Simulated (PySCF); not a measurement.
# C3H6INO: the cost of one run

Programs: PySCF 2.14.0, with routines of our own; each step states its level. All values are computed. Atoms count from 0.

## 1. The system as given

12 atoms, charge 0, multiplicity 1; geometry from: GFN2-xTB.

## 2. Optimising the geometry at PBE0-D3(BJ)/def2-SVP

What the job is given:

```
{"job": {"xc": "PBE0", "basis": "def2-SVP", "d3": "d3bj", "grid": 1, "maxiter": 30, "shake": 0.01, "kind": "geom"}, "charge": 0, "multiplicity": 1}
N      2.066810     0.319610    -0.343160
C      0.723460     0.334240    -0.656570
O      0.282460     0.726600    -1.723740
C     -0.117450    -0.204530     0.463540
C     -1.608090    -0.187480     0.037420
I     -2.889660    -0.939850     1.603410
H      2.404960     0.018120     0.536320
H      2.718150     0.694250    -1.033620
H      0.166410    -1.221890     0.714110
H      0.003170     0.401590     1.370040
H     -1.781180    -0.802340    -0.820430
H     -1.929360     0.833410    -0.156340
```

The run is started by

```sh
> OMP_NUM_THREADS=1 python heavy_run.py task.json out
```

The driver reads the jobs from task.json and runs them one after another.

Q: Estimate the wall time and peak memory of this first job on 1 thread of Intel Xeon Platinum 8488C, shared host.

About 49 s, with a peak of 0.54 GiB.
